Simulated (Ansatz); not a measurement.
# CH5AlOSi: up Jacob's ladder to CCSD(T)

How much do the methods differ for CH5AlOSi? The plan is to run it at one geometry with functionals of several rungs and with coupled cluster, and see how far each lands from CCSD(T) at the basis-set limit for the atomisation energy.

Computed with Ansatz 0.2.0, Gaussian basis. Level: functionals in def2-TZVPP, the program's frozen cores in correlated methods.

Plan: LDA (SPW92), PBE-D4, revPBE-D4, BLYP-D4, r2SCAN-D4, B97M-V, PBE0-D4, B3LYP-D4, r2SCANh-D4, r2SCAN0-D4, HSE06-D4, BHLYP-D4, CAM-B3LYP-D4, LC-ωPBE, ωB97X-V, ωB97M-V, B2PLYP, PBE-QIDH; CCSD(T)/def2-SVP; CCSD(T)/def2-TZVPP; MP2/def2-QZVPP; extrapolation to the limit; RPA on PBE.

1 further run of the same task is left out (it didn't finish).

### Step 1. The relaxed structure

An earlier PBE0-D4 in a triple-zeta def2 set relaxation fixed the geometry.

SMILES `O[SiH]1[CH2][AlH]1`, 9 atoms, charge 0, spin multiplicity 1.

Atoms are counted from 1 here; the program's logs count them from 0.

Bond lengths: O1–Si2 1.653 Å, O1–H5 0.958 Å, Si2–C3 1.873 Å, Si2–Al4 2.332 Å, Si2–H6 1.493 Å, C3–Al4 1.971 Å, C3–H7 1.088 Å, C3–H8 1.106 Å, Al4–H9 1.585 Å. Angles: Si2–O1–H5 117.0°, O1–Si2–C3 117.2°, O1–Si2–Al4 134.1°, O1–Si2–H6 110.9°, C3–Si2–Al4 54.6°, C3–Si2–H6 110.3°, Al4–Si2–H6 113.8°, Si2–C3–Al4 74.7°, Si2–C3–H7 123.8°, Si2–C3–H8 109.5°, Al4–C3–H7 137.5°, Al4–C3–H8 97.0°, H7–C3–H8 108.8°, Si2–Al4–C3 50.7°, Si2–Al4–H9 171.6°, C3–Al4–H9 137.6°.

### Step 2. LDA

This LDA is Slater exchange with PW92 correlation.

The input, in.yaml:

```yaml
crystal:
  periodic: [false, false, false]
  atoms:
    - {symbol: O, position_ang: [-0.295680, 0.694420, -2.040651]}
    - {symbol: Si, position_ang: [0.085057, 0.739541, -0.432910]}
    - {symbol: C, position_ang: [0.687407, -0.851047, 0.350464]}
    - {symbol: Al, position_ang: [-0.816351, -0.252362, 1.475525]}
    - {symbol: H, position_ang: [-0.927785, 1.341757, -2.356924]}
    - {symbol: H, position_ang: [1.036194, 1.852269, -0.141540]}
    - {symbol: H, position_ang: [1.738241, -1.101584, 0.482706]}
    - {symbol: H, position_ang: [0.171301, -1.710704, -0.117146]}
    - {symbol: H, position_ang: [-1.589885, -0.758688, 2.763476]}
basis:
  gaussian: {orbitals: def2-TZVPP}
hamiltonian: {xc: lda}
output: {orbitals: {seedname: orbitals}}
```

Further steps of the session: PBE-D4 (GGA); revPBE-D4 (GGA); BLYP-D4 (GGA); r2SCAN-D4 (meta-GGA); B97M-V (meta-GGA); PBE0-D4 (hybrid); B3LYP-D4 (hybrid); r2SCANh-D4 (hybrid); r2SCAN0-D4 (hybrid); HSE06-D4 (hybrid); BHLYP-D4 (hybrid); CAM-B3LYP-D4 (range-separated); LC-ωPBE (range-separated); ωB97X-V (range-separated); ωB97M-V (range-separated); B2PLYP (double hybrid); PBE-QIDH (double hybrid); CCSD(T) in def2-SVP; CCSD(T) in def2-TZVPP; MP2 in def2-QZVPP; RPA on PBE orbitals.

Q: Predict the results of all the runs planned. Wanted: atomisation energy, CCSD(T)/CBS; farthest beyond LDA; mean size of error, GGA; mean size of error, meta-GGA; mean size of error, hybrid; mean size of error, range-separated; mean size of error, double hybrid; gap, smallest and largest; T1 diagnostic.

**Answer**, as computed:

| quantity | value |
| --- | --- |
| atomisation energy, CCSD(T)/CBS | 711.4 kcal/mol |
| functionals within 3.6 kcal/mol (0.5 %) | r2SCAN-D4, r2SCANh-D4, CAM-B3LYP-D4, ωB97X-V, ωB97M-V |
| farthest beyond LDA | BHLYP-D4 (-25.0 kcal/mol) |
| mean size of error, GGA | 8.7 kcal/mol |
| mean size of error, meta-GGA | 4.3 kcal/mol |
| mean size of error, hybrid | 9.1 kcal/mol |
| mean size of error, range-separated | 2.5 kcal/mol |
| mean size of error, double hybrid | 10.6 kcal/mol |
| gap, smallest and largest | 2.26 eV (LDA (SPW92)), 8.58 eV (LC-ωPBE) |
| T1 diagnostic | 0.0129 |
| triples share of the correlation energy | 3.9 % |

The LDA atomisation energy is off by 97.5 kcal/mol (14 %): it overbinds. PBE-D4 misses by +5.6 kcal/mol. Double hybrids carry the basis error of their MP2 part in triple zeta, and no dispersion term here, so their miss is partly the set-up's. Taken by rung, range-separated functionals do best (2.5 kcal/mol on average) and double hybrid ones worst beyond LDA (10.6 kcal/mol). Misses under about 3.6 kcal/mol are within the doubt on the reference itself, which lacks core-valence correlation, relativity and higher excitations. Hartree-Fock recovers 71 % of the binding; the rest is correlation. CCSD(T) in def2-SVP is off by -55.0 kcal/mol, worse than the median functional, from the basis alone. Orbital gaps span 2.3 to 8.6 eV; exact exchange widens them.
